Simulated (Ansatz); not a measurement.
**MgI2: how the settings move a single-point run**

How sensitive is a single-point run of MgI2 to its settings? A reference run comes first, then one run with altered input.

The COD entry's cell or inner coordinates are ideal or old and differ from later refinements, so a difference from it is no clean test against experiment.

Program: Ansatz 0.2.0. Level of theory: reference: DFT, r2SCAN, PAW with Ansatz's default frozen-core files, scalar-relativistic. These are calculated values, not measurements.

1 further run of the same task is left out (it didn't finish).

### 1 The structure to begin with

It takes space group Cm (No. 8, monoclinic). Conventional cell: a = 7.171 Å, b = 4.140 Å, c = 6.880 Å, α = 90.00°, β = 90.00°, γ = 90.00°. Around Mg (site symmetry m) lie 6 I at 2.80 to 3.24 Å. Around I (site symmetry m) lie 3 Mg at 2.96 to 3.24 Å. I (site symmetry m) is surrounded by 3 Mg at 2.80 to 2.95 Å.

Coordinates:

```cif
data_structure
_symmetry_space_group_name_H-M 'Cm'
_symmetry_Int_Tables_number 8
_cell_length_a 7.1707
_cell_length_b 4.1400
_cell_length_c 6.8800
_cell_angle_alpha 90.000
_cell_angle_beta 90.000
_cell_angle_gamma 90.000
_cell_volume 204.24
loop_
_atom_site_label
_atom_site_type_symbol
_atom_site_symmetry_multiplicity
_atom_site_Wyckoff_symbol
_atom_site_fract_x
_atom_site_fract_y
_atom_site_fract_z
_atom_site_occupancy
Mg1 Mg 2 a 0.01667 0.00000 0.98750 1
I1 I 2 a 0.15000 0.50000 0.26250 1
I2 I 2 a 0.33333 0.00000 0.75000 1
```

### 2 The reference run

Input file input.yaml:

```yaml
crystal:
  lattice:
    - [4.14, 0.0, 0.0]
    - [-2.07, 3.5853451717, 0.0]
    - [0.0, 0.0, 6.88]
  atoms:
    - { symbol: Mg, position: [0.0333333333, 0.0166666667, -0.0125] }
    - { symbol: I, position: [0.3, 0.65, 0.2625] }
    - { symbol: I, position: [0.6666666667, 0.3333333333, 0.75] }
kpoints:
  mp_grid: { grid: [7, 7, 4] }
scf:
  occupations: { method: fermi_dirac, width: 0.03 }
hamiltonian:
  xc: r2scan
  pseudopotentials: { kind: paw }
output:
  forces: true
  stress: true
  eigenvalues: true
  efg: { contact_densities: true }
  populations: true
```

Command:

```sh
$ ansatz run input.yaml --threads 1 --pin off --max-ram 3072MiB --backend cpu --events-out ev --progress --plain --runs-dir out
```

### 3 Changed: xc_grid 1, accuracy low

input.yaml: that of step 2 with these lines changed.

```diff
@@ -22 +22,4 @@
   populations: true
+basis:
+  xc_grid: 1
+accuracy: low
```

What does the calculation give? Wanted: for each run, ending; energy change; pressure; gap; force.

**Answer**, as computed:

```csv
run,ending,energy change,pressure (GPa),gap (eV),force (eV/Å),cycles,time
reference,converged,0,0.0,3.66,0.78,6,24 s
"1: xc_grid 1, accuracy low",converged,0.0 meV/atom,0.0,3.66,0.78,6,22 s
```

Residual by cycle in the longest SCF loop of each run; runs are numbered as in the table. The quantity is the density residual dr2, in eV.

```csv
cycle,reference,run 1
1,0.0169,0.0169
2,0.00504,0.00504
3,3.0e-4,3.0e-4
4,1.4e-5,1.4e-5
5,3.3e-7,3.3e-7
6,2.4e-8,2.3e-8
```

**Reading.** Changing the numerical grids and accuracy level hardly moves the energy: 0.0 meV/atom. The gap of the reference lacks spin-orbit coupling, though the cell holds I.

The gaps are Kohn-Sham values of a semilocal functional, not quasiparticle or optical gaps. Such gaps usually fall short of the measured ones; spin-orbit coupling, left out here, narrows gaps with I, so the two errors partly cancel.
